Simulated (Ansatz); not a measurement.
**C₂H₇NOSi: basis-set convergence**

An exercise on one series of results from a longer session: the logs are not shown, and one member is left open.

Computed with Ansatz 0.2.0, Gaussian basis. Level: one geometry, several basis sets.

Plan: PBE0-D4/def2-SVP; ωB97M-V/def2-SVP; PBE0-D4/def2-QZVPP; ωB97M-V/def2-QZVPP; the functionals' def2-TZVPP values are taken from earlier runs.

### The relaxed structure

An earlier PBE0-D4 in a triple-zeta def2 set relaxation fixed the geometry.

12 atoms, charge 0, spin multiplicity 1.

Atoms are counted from 1 here; the program's logs count them from 0.

Bond lengths: N1–C2 1.452 Å, N1–H6 1.014 Å, N1–H7 1.013 Å, C2–C3 1.505 Å, C2–H8 1.095 Å, C2–H9 1.095 Å, C3–O4 1.481 Å, C3–Si5 1.811 Å, C3–H10 1.092 Å, O4–Si5 1.663 Å, Si5–H11 1.480 Å, Si5–H12 1.480 Å. Angles: C2–N1–H6 109.1°, C2–N1–H7 110.4°, H6–N1–H7 106.6°, N1–C2–C3 114.6°, N1–C2–H8 108.0°, N1–C2–H9 109.0°, C3–C2–H8 109.6°, C3–C2–H9 108.7°, H8–C2–H9 106.6°, C2–C3–O4 113.0°, C2–C3–Si5 125.1°, C2–C3–H10 114.0°, O4–C3–Si5 59.7°, O4–C3–H10 110.7°, Si5–C3–H10 119.1°, C3–O4–Si5 70.1°, C3–Si5–O4 50.2°, C3–Si5–H11 121.6° and more.

As a file:

```xyz
12
charge 0, multiplicity 1
N    -1.3625   -0.7458    1.3801
C    -0.0893   -0.8247    0.6855
C     0.3791    0.4741    0.0864
O    -0.5092    0.9680   -0.9909
Si    1.0104    0.6748   -1.5996
H    -2.0600   -0.3625    0.7520
H    -1.2971   -0.1074    2.1646
H    -0.1796   -1.5808   -0.1009
H     0.6748   -1.1866    1.3809
H     0.5669    1.2599    0.8217
H     1.1487   -0.4779   -2.5169
H     1.7947    1.8537   -2.0290
```

Set-up of the first run:

File in.yaml:

```yaml
crystal:
  periodic: [false, false, false]
  atoms:
    - {symbol: N, position_ang: [-1.362491, -0.745771, 1.380079]}
    - {symbol: C, position_ang: [-0.089339, -0.824654, 0.685455]}
    - {symbol: C, position_ang: [0.379118, 0.474069, 0.086390]}
    - {symbol: O, position_ang: [-0.509164, 0.967991, -0.990926]}
    - {symbol: Si, position_ang: [1.010434, 0.674788, -1.599584]}
    - {symbol: H, position_ang: [-2.059959, -0.362517, 0.751951]}
    - {symbol: H, position_ang: [-1.297147, -0.107436, 2.164578]}
    - {symbol: H, position_ang: [-0.179628, -1.580838, -0.100877]}
    - {symbol: H, position_ang: [0.674837, -1.186578, 1.380926]}
    - {symbol: H, position_ang: [0.566887, 1.259865, 0.821732]}
    - {symbol: H, position_ang: [1.148724, -0.477901, -2.516861]}
    - {symbol: H, position_ang: [1.794724, 1.853680, -2.028960]}
basis:
  gaussian: {orbitals: def2-SVP}
hamiltonian: {xc: pbe0, dispersion: d4}
output: {orbitals: {seedname: orbitals}}
```

On the command line:

```
$ ansatz run in.yaml --threads 4 --pin off --events-out ev --progress --plain --max-ram 10444MiB
```

Among the steps run: PBE0-D4 in def2-SVP; ωB97M-V in def2-SVP; PBE0-D4 in def2-QZVPP; ωB97M-V in def2-QZVPP.

One of the session's tables, all rows but one given; the rest of the session is left out.

It belongs to the step «Functionals by basis». 

```
functional       basis  HOMO (eV)
   PBE0-D4    def2-SVP          ?
   PBE0-D4  def2-TZVPP      -6.76
   PBE0-D4  def2-QZVPP      -6.81
   ωB97M-V    def2-SVP      -8.87
   ωB97M-V  def2-TZVPP      -9.08
   ωB97M-V  def2-QZVPP      -9.13
```

**Question.** Estimate the row for PBE0-D4, def2-SVP.

The run gave: HOMO (eV): -6.55. In the column «HOMO (eV)» it is the highest.
